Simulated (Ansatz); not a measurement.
# GeH8N2OSi: up Jacob's ladder to CCSD(T)

One table from this session's results is given with a row withheld; the runs are named, their logs left out.

Program: Ansatz 0.2.0, Gaussian basis. Level of theory: functionals in def2-TZVPP, the program's frozen cores in correlated methods. These are calculated values, not measurements.

Levels to be run: PBE-D4, r2SCAN-D4, PBE0-D4, B3LYP-D4, ωB97X-V, ωB97M-V, B2PLYP; CCSD(T)/def2-TZVPP; MP2/def2-QZVPP; extrapolation to the limit.

### Structure used throughout

An earlier PBE0-D4 in a triple-zeta def2 set relaxation fixed the geometry.

SMILES `N[SiH2][O][GeH2][NH2]`, 13 atoms, charge 0, spin multiplicity 1.

Atoms are counted from 1 here; the program's logs count them from 0.

Bond lengths: N1–Si2 1.723 Å, N1–H6 1.007 Å, N1–H7 1.008 Å, Si2–O3 1.629 Å, Si2–H8 1.489 Å, Si2–H9 1.486 Å, O3–Ge4 1.791 Å, Ge4–N5 1.823 Å, Ge4–H10 1.534 Å, Ge4–H11 1.532 Å, N5–H12 1.011 Å, N5–H13 1.010 Å. Angles: Si2–N1–H6 118.8°, Si2–N1–H7 120.9°, H6–N1–H7 110.7°, N1–Si2–O3 110.8°, N1–Si2–H8 104.4°, N1–Si2–H9 113.8°, O3–Si2–H8 112.4°, O3–Si2–H9 105.6°, H8–Si2–H9 110.0°, Si2–O3–Ge4 128.1°, O3–Ge4–N5 113.4°, O3–Ge4–H10 107.0°, O3–Ge4–H11 105.0°, N5–Ge4–H10 108.4°, N5–Ge4–H11 108.8°, H10–Ge4–H11 114.3°, Ge4–N5–H12 113.7°, Ge4–N5–H13 115.4° and more.

The first run:

File in.yaml:

```yaml
crystal:
  periodic: [false, false, false]
  atoms:
    - {symbol: N, position_ang: [-1.738765, 0.658936, -0.104148]}
    - {symbol: Si, position_ang: [-0.275215, 1.552517, -0.273424]}
    - {symbol: O, position_ang: [0.916456, 0.605666, -0.853909]}
    - {symbol: Ge, position_ang: [1.193378, -1.136625, -0.547373]}
    - {symbol: N, position_ang: [0.755578, -1.653992, 1.145148]}
    - {symbol: H, position_ang: [-2.324157, 0.833244, 0.696890]}
    - {symbol: H, position_ang: [-2.297689, 0.424827, -0.909547]}
    - {symbol: H, position_ang: [0.015092, 2.053133, 1.098250]}
    - {symbol: H, position_ang: [-0.374972, 2.693705, -1.220253]}
    - {symbol: H, position_ang: [0.310477, -1.910476, -1.534366]}
    - {symbol: H, position_ang: [2.697709, -1.340162, -0.753213]}
    - {symbol: H, position_ang: [-0.216580, -1.504069, 1.377620]}
    - {symbol: H, position_ang: [1.338678, -1.276703, 1.878306]}
basis:
  gaussian: {orbitals: def2-TZVPP}
hamiltonian: {xc: pbe, dispersion: d4}
output: {forces: true, orbitals: {seedname: orbitals}}
```

The run is started by

```
$ ansatz run in.yaml --threads 2 --pin off --events-out ev --progress --plain --max-ram 22528MiB --backend cuda --devices 0, --max-vram 18GiB
```

Among the steps run: PBE-D4 (GGA); r2SCAN-D4 (meta-GGA); PBE0-D4 (hybrid); B3LYP-D4 (hybrid); ωB97X-V (range-separated); ωB97M-V (range-separated); B2PLYP (double hybrid); CCSD(T) in def2-TZVPP; MP2 in def2-QZVPP.

One table of the session follows, with a row left open; its other results are not shown here.

```
            method  atomisation energy (kcal/mol)
            PBE-D4                         1046.1
         r2SCAN-D4                              ?
           PBE0-D4                         1028.0
          B3LYP-D4                         1041.1
           ωB97X-V                         1049.3
           ωB97M-V                         1043.5
            B2PLYP                         1029.5
     HF/def2-TZVPP                          722.6
    MP2/def2-TZVPP                         1024.7
   CCSD/def2-TZVPP                         1000.5
CCSD(T)/def2-TZVPP                         1015.3
           MP2/CBS                         1055.9
       CCSD(T)/CBS                         1046.5
```

Estimate the missing values for r2SCAN-D4.

**Answer.** atomisation energy (kcal/mol): 1036.1. In the column «atomisation energy (kcal/mol)» it lies between B2PLYP (1029.5) and B3LYP-D4 (1041.1).
